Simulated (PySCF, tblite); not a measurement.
**C₆H₁₃OP: geometry, infrared bands and NMR shifts**

What infrared bands and NMR shifts should C₆H₁₃OP (`CCCPCC(C)=O`) show?

The runs use tblite 0.8.0 and PySCF 2.14.0, with density-fitted response routines of our own; the level of theory stands in each step. All values are computed, except where a source is named. Atoms are numbered from 0 throughout.

## (1) The starting structure

21 atoms, charge 0, multiplicity 1; geometry from: force field or distance geometry start.

Bonds of the start (Å): C0–C1 1.52, C1–C2 1.55, C2–P3 1.85, P3–C4 1.87, C4–C5 1.51, C5–C6 1.51, C5–O7 1.23, C0–H8 1.09, C0–H9 1.11, C0–H10 1.10, C1–H11 1.09, C1–H12 1.09, C2–H13 1.09, C2–H14 1.09, P3–H15 1.41, C4–H16 1.10, C4–H17 1.10, C6–H18 1.10, C6–H19 1.10, C6–H20 1.08.

## (2) Relaxing the molecule with GFN2-xTB

What the job is given:

```
{"job": {"kind": "relax", "xc": "GFN2-xTB", "basis": "xTB"}, "charge": 0, "multiplicity": 1}
C     -3.275800     0.667400     0.885800
C     -2.468800     0.509700    -0.393500
C     -1.087200    -0.110800    -0.082300
P     -0.103700    -0.314500    -1.640700
C      1.522700    -0.846100    -0.893500
C      2.286900     0.090700     0.015600
C      3.534900    -0.475000     0.650100
O      1.956600     1.258900     0.236800
H     -2.771700     1.325600     1.599900
H     -4.263600     1.108300     0.658100
H     -3.457300    -0.297800     1.370500
H     -3.024800    -0.130100    -1.084700
H     -2.351700     1.487500    -0.850800
H     -1.219900    -1.089500     0.381800
H     -0.560100     0.537300     0.625000
H      0.219400     1.041800    -1.830000
H      2.189300    -1.062300    -1.740900
H      1.351700    -1.786500    -0.358600
H      4.002100     0.280700     1.296400
H      3.273500    -1.339600     1.275300
H      4.238600    -0.766300    -0.120600
```

Command:

```
> OMP_NUM_THREADS=1 python probes_run.py task.json out
```

The driver reads the jobs from task.json and runs them one after another.

What it wrote:

```text
step      E/eV     max force
  0    -708.58824    2.353
  1    -708.60657    2.803
  2    -708.65392    0.295
  3    -708.65917    0.235
  4    -708.66891    0.155
  5    -708.67162    0.147
  6    -708.67708    0.122
  7    -708.67959    0.127
  8    -708.68304    0.142
  9    -708.68619    0.128
 10    -708.68939    0.096
 11    -708.69171    0.110
 12    -708.69347    0.097
 13    -708.69478    0.073
 14    -708.69574    0.054
 15    -708.69642    0.062
 16    -708.69706    0.071
 17    -708.69775    0.062
 18    -708.69841    0.056
 19    -708.69891    0.055
 20    -708.69926    0.044
 21    -708.69957    0.036
 22    -708.69991    0.041
 23    -708.70025    0.045
 24    -708.70054    0.048
 25    -708.70074    0.035
 26    -708.70086    0.026
 27    -708.70097    0.026
 28    -708.70109    0.032
 29    -708.70122    0.028
 30    -708.70131    0.019
 31    -708.70136    0.016
 32    -708.70142    0.026
 33    -708.70149    0.034
 34    -708.70159    0.031
 35    -708.70169    0.020
 36    -708.70178    0.021
 37    -708.70189    0.031
 38    -708.70205    0.047
 39    -708.70229    0.051
 40    -708.70256    0.038
 41    -708.70280    0.031
 42    -708.70306    0.034
 43    -708.70341    0.053
 44    -708.70387    0.060
 45    -708.70434    0.045
 46    -708.70470    0.036
 47    -708.70495    0.043
 48    -708.70520    0.049
 49    -708.70546    0.042
 50    -708.70566    0.032
 51    -708.70584    0.037
 52    -708.70604    0.044
 53    -708.70627    0.041
 54    -708.70645    0.027
 55    -708.70656    0.020
 56    -708.70665    0.022
 57    -708.70675    0.031
 58    -708.70691    0.029
 59    -708.70709    0.031
 60    -708.70726    0.031
 61    -708.70741    0.034
 62    -708.70759    0.044
 63    -708.70782    0.037
 64    -708.70816    0.046
 65    -708.70851    0.044
 66    -708.70879    0.047
 67    -708.70915    0.050
 68    -708.70955    0.042
 69    -708.71000    0.051
 70    -708.71046    0.055
 71    -708.71104    0.056
 72    -708.71178    0.074
 73    -708.71222    0.121
 74    -708.71243    0.130
 75    -708.71352    0.044
 76    -708.71388    0.037
 77    -708.71445    0.036
 78    -708.71465    0.038
 79    -708.71513    0.032
 80    -708.71530    0.029
 81    -708.71557    0.052
 82    -708.71581    0.048
 83    -708.71608    0.040
 84    -708.71628    0.039
 85    -708.71645    0.039
 86    -708.71661    0.032
 87    -708.71682    0.032
 88    -708.71700    0.025
 89    -708.71716    0.028
 90    -708.71731    0.032
 91    -708.71751    0.039
 92    -708.71776    0.045
 93    -708.71799    0.052
 94    -708.71818    0.041
 95    -708.71830    0.028
 96    -708.71837    0.017
 97    -708.71844    0.017
 98    -708.71850    0.024
 99    -708.71857    0.033
100    -708.71865    0.026
101    -708.71875    0.023
102    -708.71884    0.023
103    -708.71892    0.026
104    -708.71902    0.030
105    -708.71919    0.031
106    -708.71947    0.040
107    -708.71985    0.036
108    -708.72016    0.042
109    -708.72031    0.040
110    -708.72051    0.055
111    -708.72077    0.041
112    -708.72109    0.024
113    -708.72122    0.018
114    -708.72131    0.023
115    -708.72140    0.023
116    -708.72151    0.021
117    -708.72160    0.022
118    -708.72169    0.024
119    -708.72183    0.032
120    -708.72203    0.035
121    -708.72229    0.031
122    -708.72256    0.041
123    -708.72283    0.045
124    -708.72311    0.043
125    -708.72344    0.038
126    -708.72379    0.040
127    -708.72406    0.035
128    -708.72429    0.039
129    -708.72454    0.049
130    -708.72478    0.044
131    -708.72491    0.050
132    -708.72515    0.055
133    -708.72531    0.048
134    -708.72549    0.035
135    -708.72570    0.033
136    -708.72603    0.056
137    -708.72655    0.075
138    -708.72735    0.084
139    -708.72721    0.132
140    -708.72850    0.137
141    -708.72704    0.181
142    -708.72962    0.046
143    -708.73013    0.047
144    -708.73096    0.140
145    -708.73190    0.071
146    -708.73255    0.057
147    -708.73304    0.094
148    -708.73331    0.043
149    -708.73354    0.029
150    -708.73387    0.055
151    -708.73408    0.037
152    -708.73424    0.022
153    -708.73435    0.018
154    -708.73440    0.015
155    -708.73447    0.015
156    -708.73450    0.013
157    -708.73453    0.013
158    -708.73456    0.014
159    -708.73461    0.015
160    -708.73469    0.019
161    -708.73480    0.024
162    -708.73492    0.021
163    -708.73502    0.017
164    -708.73511    0.019
165    -708.73520    0.022
166    -708.73531    0.048
167    -708.73543    0.027
168    -708.73555    0.034
169    -708.73566    0.022
170    -708.73580    0.032
171    -708.73600    0.035
172    -708.73621    0.023
173    -708.73638    0.025
174    -708.73656    0.034
175    -708.73677    0.039
176    -708.73705    0.081
177    -708.73729    0.049
178    -708.73754    0.055
179    -708.73770    0.052
180    -708.73784    0.033
181    -708.73796    0.034
182    -708.73809    0.023
183    -708.73814    0.017
184    -708.73819    0.014
185    -708.73823    0.014
186    -708.73825    0.014
187    -708.73827    0.011
188    -708.73828    0.008
```

Run time: 2.4 s. Hardware: 1 thread of Arm Neoverse N1, shared host; peak memory 0.18 GiB.

The steps of the relaxation: (not every step is listed)

```
step  energy from step 0 (eV)  largest force (eV/Å)
   0                   0.0000                2.3528
   1                  -0.0183                2.8031
   2                  -0.0657                0.2950
   3                  -0.0709                0.2346
   4                  -0.0807                0.1552
   5                  -0.0834                0.1470
   6                  -0.0888                0.1217
   7                  -0.0913                0.1274
   8                  -0.0948                0.1419
  25                  -0.1125                0.0345
  42                  -0.1148                0.0337
  59                  -0.1188                0.0314
  76                  -0.1256                0.0373
  93                  -0.1297                0.0520
 110                  -0.1323                0.0549
 127                  -0.1358                0.0350
 144                  -0.1427                0.1401
 161                  -0.1466                0.0244
 178                  -0.1493                0.0551
 183                  -0.1499                0.0166
 184                  -0.1499                0.0140
 185                  -0.1500                0.0143
 186                  -0.1500                0.0136
 187                  -0.1500                0.0112
 188                  -0.1500                0.0075
```

Distances of close pairs at the start and the end, largest changes first:

```
  bond  before (Å)  after (Å)  change (Å)
 C5–O7       1.234      1.206      -0.028
 C1–C2       1.546      1.527      -0.020
 C0–H9       1.105      1.087      -0.018
C6–H18       1.099      1.087      -0.012
 C2–P3       1.854      1.865      +0.011
C6–H19       1.099      1.088      -0.011
 P3–C4       1.867      1.877      +0.010
P3–H15       1.407      1.399      -0.008
```

The final coordinates are the input of the step that follows.

## (3) Infrared spectrum with GFN2-xTB

What the job is given:

```
{"job": {"kind": "ir", "xc": "GFN2-xTB", "basis": "xTB"}, "charge": 0, "multiplicity": 1}
C     -2.906659     0.595116     1.124214
C     -2.245106     0.448243    -0.240111
C     -0.830657    -0.113507    -0.121552
P     -0.081723    -0.346251    -1.813500
C      1.657175    -0.840804    -1.308826
C      2.269890     0.160681    -0.368368
C      2.660285    -0.387929     0.979920
O      2.424553     1.316437    -0.675308
H     -2.329803     1.265514     1.757754
H     -3.910053     1.000433     1.019537
H     -2.976660    -0.370697     1.620318
H     -2.843899    -0.214650    -0.869566
H     -2.205134     1.422307    -0.733798
H     -0.864267    -1.093296     0.367139
H     -0.208575     0.553473     0.481184
H      0.244655     1.000785    -2.000649
H      2.228231    -0.857763    -2.241012
H      1.633239    -1.849133    -0.891308
H      3.018895     0.410799     1.623928
H      1.808445    -0.882605     1.441252
H      3.448249    -1.127658     0.848283
```

What it wrote:

```text
mode    cm-1     km/mol
  1      42.9      7.39
  2      50.5      1.38
  3      69.6      0.27
  4     103.0      2.67
  5     107.8      2.63
  6     138.8      2.58
  7     177.7      1.91
  8     232.7      0.06
  9     282.2      0.14
 10     343.2      2.18
 11     366.0      2.79
 12     494.9      9.69
 13     557.7      2.94
 14     695.4     16.28
 15     717.1     16.43
 16     737.2      0.28
 17     771.1     21.73
 18     805.8      8.28
 19     843.4     15.55
 20     906.2      3.94
 21     930.1     10.14
 22     946.3      2.73
 23     971.6     26.85
 24     985.0     26.24
 25    1044.0      8.65
 26    1083.4      1.13
 27    1096.0     25.16
 28    1113.6     26.04
 29    1154.5     42.78
 30    1206.1    157.40
 31    1218.2     13.37
 32    1220.8     10.76
 33    1271.1      0.57
 34    1339.4      0.84
 35    1366.1     33.72
 36    1415.1      1.77
 37    1417.7      4.90
 38    1448.5      1.06
 39    1455.2      8.47
 40    1459.2     11.84
 41    1491.8      0.13
 42    1502.8      3.45
 43    1504.1      1.82
 44    1753.4    270.41
 45    2287.3    112.48
 46    2927.6     15.74
 47    2945.9      7.30
 48    2957.4      6.79
 49    2963.7     38.06
 50    2972.9     11.47
 51    2977.7     25.77
 52    3019.7      7.84
 53    3030.0     48.86
 54    3031.4      6.54
 55    3033.5     36.73
 56    3041.2     34.18
 57    3054.1     13.50
```

It took 1.4 s on 1 thread of Arm Neoverse N1, shared host; peak memory 0.18 GiB.

Which atoms move in the most intense modes:

```
cm⁻¹  km/mol                        atoms
1154    42.8  H16 30 %, C5 28 %, H17 17 %
1206   157.4   H17 34 %, C5 28 %, C4 16 %
1753   270.4             C5 61 %, O7 37 %
2287   112.5                     H15 97 %
2964    38.1           H12 46 %, H11 39 %
3030    48.9            H10 64 %, H8 26 %
3034    36.7   H8 59 %, H10 23 %, H9 10 %
3041    34.2                      H9 83 %
```

## (4) Shielding tensors: PBE0/pcSseg-1

Settings changed since step 3:

```diff
@@ -1,2 +1,2 @@
-{"job": {"kind": "ir", "xc": "GFN2-xTB", "basis": "xTB"}, "charge": 0, "multiplicity": 1}
+{"job": {"kind": "nmr", "xc": "PBE0", "basis": "pcSseg-1"}, "charge": 0, "multiplicity": 1}
 C     -2.906659     0.595116     1.124214
```

Level: GIAO PBE0/pcSseg-1 NMR shielding, non-relativistic, gas phase.

What it wrote:

```text
coarse grid: 17288 points
cycle   1  E = -652.2806560936  dE =  7.941e-01  |g| = 8.345e-01  |ddm| = 3.949e+00
cycle   2  E = -651.8980164981  dE =  3.826e-01  |g| = 1.629e+00  |ddm| = 2.514e+00
cycle   3  E = -652.4180974540  dE = -5.201e-01  |g| = 2.068e-01  |ddm| = 1.982e+00
cycle   4  E = -652.4275097802  dE = -9.412e-03  |g| = 5.945e-02  |ddm| = 2.058e-01
cycle   5  E = -652.4283148286  dE = -8.050e-04  |g| = 1.324e-02  |ddm| = 6.679e-02
cycle   6  E = -652.4283597045  dE = -4.488e-05  |g| = 4.267e-03  |ddm| = 2.031e-02
cycle   7  E = -652.4283633254  dE = -3.621e-06  |g| = 1.184e-03  |ddm| = 3.926e-03
final grid: 160224 points
cycle   8  E = -652.4883757776  dE = -3.890e-05  |g| = 1.328e-02  |ddm| = 3.587e-02
cycle   9  E = -652.4883008046  dE =  7.497e-05  |g| = 2.376e-02  |ddm| = 2.700e-02
cycle  10  E = -652.4884115811  dE = -1.108e-04  |g| = 3.152e-03  |ddm| = 1.922e-02
cycle  11  E = -652.4884136529  dE = -2.072e-06  |g| = 2.171e-04  |ddm| = 2.651e-03
cycle  12  E = -652.4884136632  dE = -1.031e-08  |g| = 1.132e-04  |ddm| = 4.507e-04
cycle  13  E = -652.4884136665  dE = -3.263e-09  |g| = 3.256e-05  |ddm| = 1.529e-04
cycle  14  E = -652.4884136667  dE = -2.563e-10  |g| = 6.948e-06  |ddm| = 3.578e-05
converged SCF energy = -652.4884136667

GIAO shielding tensors (ppm)
atom      isotropic    diamagn.    paramagn.     s11        s22        s33       span
  0 C      167.910     245.387     -77.477    154.872    161.035    187.823     32.951
  1 C      161.241     247.439     -86.198    149.991    159.446    174.285     24.293
  2 C      159.807     257.423     -97.616    139.178    157.967    182.276     43.098
  3 P      396.719     967.658    -570.938    355.616    383.459    451.082     95.466
  4 C      149.935     258.186    -108.251    131.294    144.844    173.665     42.371
  5 C      -26.737     250.387    -277.123   -116.361    -69.116    105.267    221.627
  6 C      149.519     253.352    -103.833    127.055    130.907    190.596     63.541
  7 O     -317.566     402.311    -719.876   -886.127   -421.442    354.873   1241.000
  8 H       30.719      30.063       0.656     26.427     29.370     36.360      9.933
  9 H       30.359      26.820       3.539     25.541     27.386     38.149     12.608
 10 H       30.751      29.444       1.308     26.726     29.035     36.493      9.766
 11 H       30.203      30.805      -0.602     24.872     30.301     35.437     10.565
 12 H       30.522      31.696      -1.174     25.091     30.912     35.564     10.473
 13 H       30.748      35.720      -4.972     26.133     31.204     34.907      8.774
 14 H       29.917      37.303      -7.386     24.373     31.542     33.837      9.464
 15 H       27.810      32.222      -4.412     24.049     26.607     32.775      8.726
 16 H       29.403      30.723      -1.319     25.382     27.211     35.617     10.235
 17 H       29.213      33.776      -4.563     26.229     28.671     32.739      6.510
 18 H       29.689      29.964      -0.275     26.708     27.306     35.054      8.346
 19 H       29.624      33.350      -3.725     26.864     30.844     31.165      4.301
 20 H       29.349      28.158       1.191     26.211     28.292     33.545      7.334
```

Wall time 65 s (1 thread of Arm Neoverse N1, shared host); peak memory 1 GiB.

Shifts follow as δ = σ(reference) − σ, with reference shieldings (ppm) from runs at the same level and on the same kind of geometry: 1H TMS 31.72, 13C TMS 186.9, 17O H2O 336.1, 31P H3PO4 318.4. The references are single molecules in the gas phase, so shifts against H2O, NH3, PH3, H3PO4 or CFCl3 are not on the usual liquid scales and can be off by tens of ppm. Atoms listed in one row are averaged.

```
        atoms                                          environment  σ (ppm)  δ (ppm)  δ scaled to CDCl3
           C5                               ketone carbonyl carbon    -26.7    213.7              206.6
           C6                        methyl carbon α to a carbonyl    149.5     37.4               34.6
           C4                 sp3 CH2 bonded to P, α to a carbonyl    149.9     37.0               34.2
           C2                                  sp3 CH2 bonded to P    159.8     27.1               24.6
           C1                                              sp3 CH2    161.2     25.7               23.2
           C0                                        methyl carbon    167.9     19.0               16.6
          H15               hydrogen on a phosphorus bonded to 2 C    27.81     3.91                  –
     H16, H17  hydrogen on an sp3 CH2 bonded to P, α to a carbonyl    29.31     2.41               2.38
H18, H19, H20          hydrogen on a methyl carbon α to a carbonyl    29.55     2.16               2.14
     H13, H14                   hydrogen on an sp3 CH2 bonded to P    30.33     1.38               1.41
     H11, H12                               hydrogen on an sp3 CH2    30.36     1.35               1.38
  H8, H9, H10                          hydrogen on a methyl carbon    30.61     1.11               1.15
           P3                          phosphorus bonded to 2 C, H    396.7    -78.3                  –
           O7                                        ketone oxygen   -317.6    653.6                  –
```

The scaled column applies a straight-line fit of computed shieldings to shifts measured in CDCl3 (root-mean-square error 0.16 ppm for H, 1.9 ppm for C).

The run also stored atomic charges by several schemes (e):

```
atoms  Mulliken    IAO  Hirshfeld  ESP fit
   C0     -0.26  -0.42      -0.12    -0.43
   C1     -0.26  -0.24      -0.07     0.11
   C2     -0.51  -0.43      -0.11    -0.09
   P3      0.26   0.34       0.12    -0.37
   C4     -0.45  -0.50      -0.13    -0.16
   C5      0.13   0.39       0.17     0.50
   C6     -0.26  -0.48      -0.12    -0.40
   O7     -0.35  -0.42      -0.24    -0.48
```

Mayer bond orders: C0–C1 1.06, C1–C2 1.03, C2–P3 0.97, P3–C4 0.95, C4–C5 0.94, C5–C6 1.00, C5–O7 2.01.

## (5) Outcome

| quantity | value |
| --- | --- |
| strongest single infrared mode (GFN2-xTB) | 1753 cm⁻¹, 270 km/mol |
| zero-point energy (GFN2-xTB) | 110.2 kcal/mol |
| 13C shifts against TMS (PBE0/pcSseg-1) | 213.7, 37.4, 37.0, 27.1, 25.7, 19.0 ppm |
| 1H shifts against TMS (PBE0/pcSseg-1, means over atoms taken as alike) | 3.91, 2.41, 2.16, 1.38, 1.35, 1.11 ppm |
| 31P shifts against H3PO4 (PBE0/pcSseg-1) | -78.3 ppm |
| 17O shifts against H2O (PBE0/pcSseg-1) | 653.6 ppm |

Over 188 steps the energy fell by 0.150 eV; of the close pairs, C5–O7 changed most, 1.234 to 1.206 Å. No mode is imaginary among the 57: a minimum at this level. The strongest single mode, at 1753 cm⁻¹, moves mainly C5 and O7. Unscaled tight-binding wavenumbers are off by several per cent, some by more. Its intensities can rank the bands wrongly. C5 (ketone carbonyl carbon) lies farthest downfield among carbon, at 213.7 ppm; the double bond to the heteroatom, with no lone-pair donor beside it, deshields it most. At PBE0/pcSseg-1: The widest tensor belongs to O7: span 1241 ppm, with a paramagnetic part of -720 ppm.
